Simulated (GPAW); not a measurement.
Runs of GPAW 26.7.0 on NbTe. It takes space group P-6m2 (No. 187, hexagonal). The conventional cell has a = 3.703 Å, b = 3.703 Å, c = 3.694 Å, α = 90.00°, β = 90.00°, γ = 120.00°. Around Te (site symmetry -6m2) lie 6 Nb at 2.83 Å. Nb (site symmetry -6m2) is surrounded by 6 Te at 2.83 Å. The cell comes from a database or a generator and needn't be the stable form of this composition.

| task | level | potentials or basis | U | k mesh | cutoff (eV) | smearing | maxiter | convergence | k mesh for the DOS | dos width | data set | gap on the mesh (eV) | pressure (GPa) |
| --- | --- | --- | --- | --- | --- | --- | --- | --- | --- | --- | --- | --- | --- |
| single point | LDA | the program's PAW data sets (release 1.2.1) made for this functional, pw | - | 7 × 7 × 6 | 450 | fermi-dirac 0.05 eV | 120 | default | - | - | - | none | -8.7 |
| density of states | LDA+U | the program's PAW data sets (release 1.2.1) made for this functional, pw | Nb d U = 5 eV | 8 × 8 × 7 | 600 | improved-tetrahedron-method | 150 | - | 12 × 12 × 10 | 0.05 eV | - | none | (a) |
| single point | PBE+U | GPAW PAW data sets (gpaw-data 1.2.1), other valence, pw | Nb d U = 2 eV | 7 × 7 × 6 | 500 | fermi-dirac 0.05 eV | 120 | default | - | - | Nb 5, Te 16 | none | (b) |
| single point | PBE | GPAW PAW data sets (gpaw-data 1.2.1), pw | - | 8 × 8 × 7 | 600 | fermi-dirac 0.05 eV | 150 | - | - | - | - | none | -1.5 |
| single point | RPBE | the program's PAW data sets (release 1.2.1) made for this functional, pw | - | 8 × 8 × 7 | 600 | gaussian 0.02 eV | 150 | - | - | - | - | none | 0.7 |
| band structure | PBEsol | PAW data sets generated in the run's folder for this functional, pw | - | 7 × 7 × 6 | 600 | fermi-dirac 0.05 eV | 150 | - | - | - | - | - | -6.1 |
| band structure | LDA | the program's PAW data sets (release 1.2.1) made for this functional, pw | - | 7 × 7 × 6 | 600 | fermi-dirac 0.05 eV | 150 | - | - | - | - | - | -8.5 |

Alike in all rows: no spin polarisation; cell as given.

Estimate the missing entries.

(a) -5.9; (b) -0.3.

Caveats: the cutoff is short for stress and forces, so pressures can be off by a GPa or more (some runs); U without spin polarisation on a metal has little footing (some runs); the U is typed as a test and isn't derived for this compound (some runs).

A k mesh can miss the band edges, and the runs leave out spin-orbit coupling on Nb, Te.

A gap of «none» marks a metal or a gap under the smearing width.

Not every run made on this cell is shown here.
